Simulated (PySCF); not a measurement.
The system is CNAsH4, in a box.

```
C N As H
1.0
    13.00000    0.00000    0.00000
     0.00000   12.00000    0.00000
     0.00000    0.00000   12.00000
C N As H
1 1 1 4
Direct
  0.44068 0.50590 0.46394
  0.44777 0.52412 0.58137
  0.54184 0.40863 0.53696
  0.37057 0.46503 0.43672
  0.47092 0.56773 0.40647
  0.48718 0.59487 0.59919
  0.63143 0.48539 0.50444
```

Base run:

| Property | Result |
| --- | --- |
| Program | PySCF 2.14.0 |
| Functional | PBE |
| Potentials or basis | pob-tzvp-rev2 (all-electron) |
| k mesh | 1 × 1 × 1 |
| Occupations | fixed |
| Spin | no spin polarisation |

Its results: gap between the frontier levels 4.63 eV.

The run is repeated on the same cell with these changes: functional from PBE to LDA. What comes out?

Gap between the frontier levels 4.56 eV.

Caveats: this is a molecule in a periodic box at the Γ point, so its band gap is the HOMO-LUMO gap; relativity is left out, which matters for the heavier elements; the basis of atomic orbitals isn't converged, which shifts pressures, moduli and gaps.

